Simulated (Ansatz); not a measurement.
# Rh: the cost of one run

Method: DFT LDA, scalar-relativistic, plane waves, PAW, in Ansatz 0.2.0.

3 further runs of the same task are left out: 3 set aside as unsound or not needed. Runs told in other sessions of the task aren't counted.

## 1. The system as given

It takes space group Fm-3m (No. 225, cubic). Conventional cell: a = 3.754 Å, b = 3.754 Å, c = 3.754 Å, α = 90.00°, β = 90.00°, γ = 90.00°. Rh (site symmetry m-3m) has 12 Rh at 2.65 Å in its first shell of neighbours.

As a file:

```cif
data_structure
_symmetry_space_group_name_H-M 'Fm-3m'
_symmetry_Int_Tables_number 225
_cell_length_a 3.7541
_cell_length_b 3.7541
_cell_length_c 3.7541
_cell_angle_alpha 90.000
_cell_angle_beta 90.000
_cell_angle_gamma 90.000
_cell_volume 52.91
loop_
_atom_site_label
_atom_site_type_symbol
_atom_site_symmetry_multiplicity
_atom_site_Wyckoff_symbol
_atom_site_fract_x
_atom_site_fract_y
_atom_site_fract_z
_atom_site_occupancy
Rh1 Rh 4 a 0.00000 0.00000 0.00000 1
```

It is the result of an earlier relaxation at this level (volume 13.23 Å³/atom; gap on the mesh: none (metal)).

## 2. The scan

The energy is mapped over two normal modes frozen in (zone-centre modes of the cell shown, which folds in the wave vector (0, 0, 1/2) of the primitive cell).

- amplitude of mode 4 (146 cm⁻¹), largest displacement: 5 values from −0.136 to 0.136 Å
- amplitude of mode 5 (146 cm⁻¹), largest displacement: 5 values from −0.136 to 0.136 Å

Nothing else is relaxed (the cell and all other modes fixed). Energies count from the relaxed high-symmetry cell. Points are written as (first, second).

The modes come from a phonon run on the reference cell, made beforehand.

The patterns, per unit of each coordinate (Å):

| atom | x1 | y1 | z1 | x2 | y2 | z2 |
| --- | --- | --- | --- | --- | --- | --- |
| Rh1 | 0.778 | -0.604 | 0.174 | 0.248 | 0.550 | 0.798 |
| Rh2 | -0.778 | 0.604 | -0.174 | -0.248 | -0.550 | -0.798 |

## 3. Grid point (−0.068 Å, −0.136 Å)

The input, input.yaml:

```yaml
crystal:
  lattice:
    - [0.0, -1.8770352621, -1.8770352621]
    - [-1.8770352621, 0.0, -1.8770352621]
    - [1.8770352621, 1.8770352621, -3.7540705242]
  atoms:
    - { symbol: Rh, position: [0.5179762534, 0.5461340446, 0.50000371] }
    - { symbol: Rh, position: [-0.0179762534, -0.0461340446, -3.71e-06] }
basis:
  ecutwfc: 420
kpoints:
  mp_grid: { grid: [21, 21, 20] }
hamiltonian:
  xc: lda
  pseudopotentials: { kind: paw, azcp: { folder: soft_1 } }
scf:
  occupations: { method: gaussian, width: 0.15 }
output:
  forces: true
  stress: true
  eigenvalues: true
```

Launch:

```console
$ ansatz run input.yaml --threads 2 --pin off --max-ram 4096MiB --backend cpu --events-out ev --progress --plain --runs-dir out
```

**Question.** How long does this run take on 2 threads of Arm Neoverse V1, shared host, and how much memory does it need?

About 86 s, with a peak of 2 GiB.
